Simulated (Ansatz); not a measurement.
# GeH3Cl (chlorogermane): SVWN5/def2-TZVP

Aim: the electronic atomisation energy of GeH3Cl (chlorogermane) at SVWN5/def2-TZVP, from 4 runs. 

Program for the calculation: Ansatz 0.2.0.

46 further runs of the same task are left out: 6 that didn't finish, 40 set aside as unsound or not needed.

### 1 The system as given

GeH3Cl has 5 atoms, charge 0, and is taken as a singlet. As SMILES, `[Cl][GeH3]`. The shape is that of a PBE0-D4/def2-TZVP optimisation.

Bond lengths: Cl1–Ge2 2.155 Å, Ge2–H3 1.532 Å, Ge2–H4 1.532 Å, Ge2–H5 1.532 Å. Angles: Cl1–Ge2–H3 107.1°, Cl1–Ge2–H4 107.1°, Cl1–Ge2–H5 107.1°, H3–Ge2–H4 111.7°, H3–Ge2–H5 111.7°, H4–Ge2–H5 111.7°.

### 2 A single-point energy at SVWN5/def2-TZVP

The input, job.yaml:

```yaml
crystal:
  periodic: [false, false, false]
  atoms:
    - {symbol: Cl, position_ang: [-1.875800, -0.025100, 0.641300]}
    - {symbol: Ge, position_ang: [0.161800, -0.013900, -0.060600]}
    - {symbol: H, position_ang: [0.160400, 0.656200, -1.438100]}
    - {symbol: H, position_ang: [0.619000, -1.473700, -0.140600]}
    - {symbol: H, position_ang: [0.984500, 0.782900, 0.956700]}
basis:
  gaussian:
    orbitals: def2-TZVP
hamiltonian:
  xc: {name: SVWN5}
accuracy: high
output: {orbitals: {seedname: orbitals}}
```

Started as:

```sh
$ ansatz run job.yaml --threads 1 --pin off --max-ram 3480MiB --events-out events.jsonl --progress --plain --runs-dir runs
```

Log:

```text
Warning: RAYON_NUM_THREADS=1 ignored (pool sized by the plan → 1); use --threads N
Functional definition: SVWN5
  name "SVWN5"
  exchange = slater_x
  correlation = vwn5_c
1678 factors; integrals over basis functions are off by at most 4.4e-9 eV
mean field evaluation 1: about -68963.1201 eV, gradient 3.0e1 eV
mean field evaluation 2: about -68963.1223 eV, gradient 3.7e1 eV
mean field evaluation 4: about -68964.1662 eV, gradient 1.8e0 eV
mean field evaluation 8: about -68964.1744 eV, gradient 3.7e-2 eV
mean field evaluation 16: about -68964.1744 eV, gradient 3.5e-6 eV
mean field -68964.17436339 eV, -2534.3866622584 hartree, gradient 7.3e-8 eV, S^2 0.000000; 0 other end points of the search recorded, 0 dependent functions left out
reference -68964.17436629 eV, -2534.3866623648 hartree; 26, 26 occupied and 77, 77 virtual orbitals, 1678 factors
Total energy: -68964.17436629 eV, -2534.3866623648 hartree
```

Wall time 3.9 s (1 thread of Arm Neoverse V1, shared host); peak memory 0.21 GiB.

### 3 The Cl atom at the same level

The input, molecule.yaml:

```yaml
crystal:
  periodic: [false, false, false]
  atoms:
    - {symbol: Cl, position_ang: [0.000000, 0.000000, 0.000000]}
basis:
  gaussian: {orbitals: def2-TZVP}
magnetization: {spin_polarized: true, initial_magnetization: 1}
hamiltonian: {xc: {name: SVWN5}}
accuracy: high
```

Run the same way, it converges to -458.64987 Eh (log not shown).

### 4 The Ge atom at the same level

The input, input.yaml:

```yaml
crystal:
  periodic: [false, false, false]
  atoms:
    - {symbol: Ge, position_ang: [0.000000, 0.000000, 0.000000]}
basis:
  gaussian: {orbitals: def2-TZVP}
magnetization: {spin_polarized: true, initial_magnetization: 2}
hamiltonian: {xc: {name: SVWN5}}
accuracy: high
```

Run the same way, it converges to -2073.75732 Eh (log not shown).

### 5 The H atom at the same level

The input, input.yaml:

```yaml
crystal:
  periodic: [false, false, false]
  atoms:
    - symbol: H
      position_ang: [0.000000, 0.000000, 0.000000]
basis:
  gaussian:
    orbitals: def2-TZVP
accuracy: high
hamiltonian:
  xc: {name: SVWN5}
magnetization:
  spin_polarized: true
  initial_magnetization: 1
```

Run the same way, it converges to -0.47834 Eh (log not shown).

### 6 Summary of results

At SVWN5/def2-TZVP:

```
                     quantity           value
       molecule: total energy  -2534.38666 Eh
        molecule: HOMO energy        -7.48 eV
        molecule: LUMO energy        -1.47 eV
      molecule: HOMO–LUMO gap         6.01 eV
        Cl atom: total energy   -458.64987 Eh
                Cl atom: ⟨S²⟩           0.751
        Ge atom: total energy  -2073.75732 Eh
                Ge atom: ⟨S²⟩           2.001
         H atom: total energy     -0.47834 Eh
                 H atom: ⟨S²⟩           0.750
electronic atomisation energy       14.815 eV
```

In words: Taking the molecule apart into free atoms costs 14.82 eV (342 kcal/mol), before zero-point energy and without spin-orbit coupling.
